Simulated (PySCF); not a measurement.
# CMgO2 (+2), a complex of two parts: interaction energy

Aim: the interaction energy of `O=C=O` with `[Mg+2]`.

Programs: PySCF 2.14.0. All values are calculated, for the isolated system unless a continuum is named. Atoms count from 0, parts from 1.

### 1 Starting point

4 atoms, charge 2, multiplicity 1; geometry: GFN2-xTB. Parts: 1 = atoms 0–2, `O=C=O`, charge 0; 2 = atom 3, `[Mg+2]`, charge 2.

### 2 Relaxing the molecule at PBE0-D3(BJ)/def2-SVPD

What the job is given:

```
{"job": {"xc": "PBE0", "basis": "def2-SVPD", "d3": "d3bj", "grid": 2, "kind": "geom", "shake": 0.01}, "charge": 2, "multiplicity": 1, "parts": [{"atoms": "0-2", "charge": 0, "multiplicity": 1}, {"atoms": "3-3", "charge": 2, "multiplicity": 1}]}
O     -1.068974    -0.163960     0.083325
C     -0.018746     0.100994    -0.055959
O      1.168893     0.238861    -0.141062
Mg     2.696138     1.297977    -0.686016
```

Launch:

```
$ OMP_NUM_THREADS=1 python cluster_run.py task.json out
```

One launch serves the whole session: the jobs run in the order shown.

**Question.** The jobs that follow are: CCSD(T)/aug-cc-pVDZ and MP2/aug-cc-pVTZ counterpoise interaction energy, frozen core, gas phase. Predict: point group; rotational constants (main isotopes); interaction energy, CCSD(T) limit estimate; MP2/aug-cc-pVTZ; T1 diagnostic.

The runs gave:

```
                                  quantity            value
                               point group            Cinfv
      rotational constants (main isotopes)   2.67, 2.67 GHz
interaction energy, CCSD(T) limit estimate  -63.12 kcal/mol
                           MP2/aug-cc-pVTZ  -62.63 kcal/mol
                             T1 diagnostic           0.0147
```

In words: Relaxing lowered the energy by 0.232 eV in 25 steps; the close pair that moved most is O2–Mg3, from 1.937 to 1.895 Å. The interaction energy leaves out the deformation of the parts, 2.77 kcal/mol (MP2); added to the CCSD(T) estimate it gives a binding of about -60.35 kcal/mol. The estimate adds CCSD(T) less MP2 in the small basis (-0.45 kcal/mol) to extrapolated MP2. Hartree-Fock gives -65.09 against -63.12 kcal/mol, so correlation weakens the interaction of the frozen parts.
